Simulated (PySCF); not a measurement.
# H5OPr (Pr(H)3(H2O)+): the cost of one run

Program: PySCF 2.14.0. Level of theory: several levels, as the steps say, no spin–orbit coupling. These are calculated values, not measurements.

1 further run of the same task is left out (for a known fault of the program).

## (1) Where the work starts

7 atoms, charge 1, spin multiplicity 1.

Bond lengths: Pr1–H2 1.920 Å, Pr1–H3 1.922 Å, Pr1–H4 1.920 Å, Pr1–O5 2.368 Å, O5–H6 0.974 Å, O5–H7 0.974 Å. Angles: H2–Pr1–H3 111.8°, H2–Pr1–H4 113.7°, H2–Pr1–O5 109.4°, H3–Pr1–H4 111.8°, H3–Pr1–O5 99.8°, H4–Pr1–O5 109.4°, Pr1–O5–H6 126.9°, Pr1–O5–H7 126.9°, H6–O5–H7 106.1°.

As a file:

| atom | x (Å) | y (Å) | z (Å) |
| --- | --- | --- | --- |
| Pr1 | 0.24484 | -0.15602 | 0.15602 |
| H2 | 1.29493 | 0.98057 | 1.29262 |
| H3 | -1.06198 | -1.15266 | 1.15266 |
| H4 | 1.29493 | -1.29262 | -0.98057 |
| O5 | -1.19113 | 1.17534 | -1.17534 |
| H6 | -1.56304 | 2.04500 | -0.94488 |
| H7 | -1.56304 | 0.94488 | -2.04500 |

Formal oxidation states: Pr +4. Each metal's 1 4f electrons lie in its core potential, so multiplicities, spins and levels count the valence alone. An earlier session relaxed this geometry at PBE0, Pr lcecp-2-SVP with ECP47, H def2-SVP, O def2-SVP (singlet, point group Cs).

At PBE0 on the finer grid: E = -117.033504 Eh, frontier levels not given, since the 4f levels lie in the core, Mulliken charge on Pr1 +1.16 e, largest force component 0.008 eV/Å. 

Levels to run: revPBE; B3LYP; PBE0, TZVP. Hardware: 2 threads of Arm Neoverse V1, shared host.

## (2) revPBE

File run.py (the lines that set the calculation):

```python
mol = gto.M(atom='''
Pr     0.24484    -0.15602     0.15602
H      1.29493     0.98057     1.29262
H     -1.06198    -1.15266     1.15266
H      1.29493    -1.29262    -0.98057
O     -1.19113     1.17534    -1.17534
H     -1.56304     2.04500    -0.94488
H     -1.56304     0.94488    -2.04500''',
    basis={'Pr': 'lcecp-2-SVP', 'H': 'def2-SVP', 'O': 'def2-SVP'},
    ecp={'Pr': 'lcecp-2-SVP'},
    charge=1, spin=0)
mf = dft.RKS(mol, xc='PBE_R,PBE')
mf.grids.atom_grid = (75, 302)  # f atoms: unpruned, at least (60, 302)
mf = mf.density_fit()  # fitting sets: Pr AutoAux, H def2-universal-JKFIT, O def2-universal-JKFIT
mf.conv_tol = 1e-08; mf.max_cycle = 55
mf.kernel(dm0)  # dm0: the density of the relaxed state
```

Command:

```
OMP_NUM_THREADS=2 python run.py
```

**Question.** How long does this run take on 2 threads of Arm Neoverse V1, shared host?

About 3.2 s.
